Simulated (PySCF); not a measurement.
# C2H7NOSi: the cost of one run

Programs: PySCF 2.14.0, with density-fitted response routines of our own. Each step states its level of theory. These are calculated values for one molecule in the gas phase, unless marked as measured. Atoms count from 0, in the outputs and in this text.

## (1) The starting structure

12 atoms, charge 0, multiplicity 1; geometry from: GFN2-xTB. The atoms were then displaced at random by about 0.01 Å, so the start is not that level's minimum.

Bonds of the start (Å): C0–C1 1.53, C1–O2 1.22, C1–N3 1.32, N3–Si4 1.79, C0–H5 1.10, C0–H6 1.09, C0–H7 1.06, N3–H8 0.97, Si4–H9 1.47, Si4–H10 1.45, Si4–H11 1.46.

## (2) Relaxing the molecule at PBE0-D3(BJ)/def2-SVP

What the job is given:

```
{"job": {"xc": "PBE0", "basis": "def2-SVP", "d3": "d3bj", "grid": 1, "shake": 0.01, "kind": "geom"}, "charge": 0, "multiplicity": 1}
C      1.987320     0.249850     0.278280
C      0.462230     0.332460     0.426190
O     -0.127230     1.020980     1.242470
N     -0.237440    -0.414250    -0.413470
Si    -2.007200    -0.260280    -0.176330
H      2.243320     0.637170    -0.718070
H      2.448750     0.896390     1.028530
H      2.326040    -0.746130     0.377850
H      0.185720    -0.983810    -1.080040
H     -2.338760    -0.728600     1.181070
H     -2.525530    -1.161290    -1.191700
H     -2.377540     1.129250    -0.419690
```

Command:

```bash
$ OMP_NUM_THREADS=1 python probes_run.py task.json out
```

One launch serves the whole session: the jobs run in the order shown.

Q: Estimate the wall time and peak memory of this first job on 1 thread of Arm Neoverse V1, shared host.

About 29 s, with a peak of 0.45 GiB.
